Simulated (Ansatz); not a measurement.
Predict the output of the script below (Ansatz's Python interface).

Script `ch6nsb.py`:
```python
'''Atomisation energy of CH6NSb at the given geometry.'''

from collections import Counter

import ansatz


def energy_of(molecule, charge=0, unpaired=0):
    calc = (
        molecule.calculation()
        .basis(gaussian='def2-SVPD')  # the orbital basis, by name
        .functional('PBE0', dispersion='d4')
    )
    if charge:
        calc = calc.charge(charge)
    if unpaired:
        calc = calc.spin('collinear', total=unpaired)
    report = calc.run(threads=1).report
    if report['published_state_doubts']:
        print('  doubts:', report['published_state_doubts'])
    return report['free_energy_ev']

GEOMETRY = '''
C    -0.33110    0.62090   -0.65000
N     0.95880    0.31640   -0.21080
Sb    0.80680   -1.02370    1.38880
H    -0.85980   -0.23260   -0.98250
H    -0.30810    1.35290   -1.54320
H    -0.93380    1.19380    0.15080
H     1.46750   -0.18460   -0.98610
H    -0.30100   -2.02300    0.57080
H    -0.41080   -0.06630    2.24510
'''

geometry = ansatz.Crystal.molecule()
for line in GEOMETRY.strip().splitlines():
    symbol, *xyz = line.split()
    geometry = geometry.atom(symbol, [float(v) for v in xyz])

# Hund ground states
unpaired = {'C': 2, 'N': 3, 'Sb': 3, 'H': 1}
counts = Counter(site.symbol for site in geometry.cartesian_sites)
atom_energy = {s: energy_of(ansatz.Crystal.molecule().atom(s, (0, 0, 0)), 0, unpaired[s]) for s in counts}
whole = energy_of(geometry, 0, 0)
for s, e in atom_energy.items():
    print(f'{s:2s} x{counts[s]}  {e:14.5f} eV')
print(f'CH6NSb: {whole:.5f} eV')
split = sum(counts[s] * e for s, e in atom_energy.items()) - whole
print(f'atomisation energy (no zero-point term): {23.060548 * split:.1f} kcal/mol, {split / sum(counts.values()):.3f} eV an atom')
```

```console
$ python ch6nsb.py
C  x1     -1027.54175 eV
N  x1     -1482.47340 eV
Sb x1     -6536.67909 eV
H  x6       -13.61361 eV
CH6NSb: -9156.62681 eV
atomisation energy (no zero-point term): 651.5 kcal/mol, 3.139 eV an atom
```

651.5 kcal/mol from the electronic energies, without the zero-point term.

Caveats:
- Total energies depend on the basis set; only differences at equal settings carry meaning.
- The geometry is a force-field or estimated start, not a minimum of this method, and the basis set is short of its limit. All parts are taken at fixed geometry, without zero-point energy.
- def2 sets replace the cores of elements past krypton by effective core potentials.
- The spin-orbit lowering of heavy atoms is left out.
- Timing: 2.6 s on 1 thread of Intel(R) Xeon(R) Platinum 8488C (Sapphire Rapids), on a shared host, peak memory 0.27 GiB.

(Lines on the test bed's own set-up are left out of the output.)
